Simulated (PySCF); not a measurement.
# NdF2: other functionals and bases at one geometry

One table from this session's results is given with a row withheld; the runs are named, their logs left out.

Program: PySCF 2.14.0. Level of theory: several levels, as the steps say, no spin–orbit coupling. These are calculated values, not measurements.

1 further run of the same task is left out (for a known fault of the program).

### The starting structure

3 atoms, charge 0, spin multiplicity 1.

Bond lengths: Nd1–F2 2.148 Å, Nd1–F3 2.148 Å. Angles: F2–Nd1–F3 118.3°.

Geometry (Å):

```xyz
3

Nd    0.0000    0.0000   -0.3085
F     1.8445    0.0000    0.7933
F    -1.8445    0.0000    0.7933
```

Formal oxidation states: Nd +2. Each metal's 4 4f electrons lie in its core potential, so multiplicities, spins and levels count the valence alone. An earlier session relaxed this geometry at PBE0, Nd lcecp-0-SVP with ECP50, F def2-SVP (singlet, point group C2v).

At PBE0 on the finer grid: E = -227.246317 Eh, frontier levels not given, since the 4f levels lie in the core, Mulliken charge on Nd1 +1.05 e, largest force component 0.001 eV/Å. 

Levels to run: HF; TPSS; PBE0, TZVP. Hardware: 2 threads of Arm Neoverse V2, shared host.

The first run:

run.py (the lines that set the calculation)

```python
mol = gto.M(atom='''
Nd     0.00000     0.00000    -0.30854
F      1.84447     0.00000     0.79326
F     -1.84447     0.00000     0.79326''',
    basis={'Nd': 'lcecp-0-SVP', 'F': 'def2-SVP'},
    ecp={'Nd': 'lcecp-0-SVP'},
    charge=0, spin=0)
mf = scf.RHF(mol)
mf = mf.density_fit()  # fitting sets: Nd AutoAux, F def2-universal-JKFIT
mf.conv_tol = 1e-08; mf.max_cycle = 55
mf.kernel(dm0)  # dm0: the density of the relaxed state
```

Run with:

```console
$ OMP_NUM_THREADS=2 python run.py
```

Among the steps run: HF; TPSS; PBE0, TZVP.

One table of the session follows, with a row left open; its other results are not shown here.

```
              level  charge on Nd1 (e)  dipole (D)  largest force component (eV/Å)
PBE0 (relaxed here)               1.05        6.48                            0.00
                 HF                  ?           ?                               ?
               TPSS               0.95        6.16                            0.27
         PBE0, TZVP               1.25        6.84                            0.10
```

Estimate the missing values for HF.

The run gave: charge on Nd1 (e): 1.35; dipole (D): 7.41; largest force component (eV/Å): 0.51. In the column «charge on Nd1 (e)» it is the highest.

The largest leftover force, 0.51 eV/Å with HF, stands at a geometry relaxed at another level. With 4f in the core, its levels are missing from HOMO and gap, and its count is fixed, so no charge can pass from the ligands into it. Total energies of different levels can't be compared.
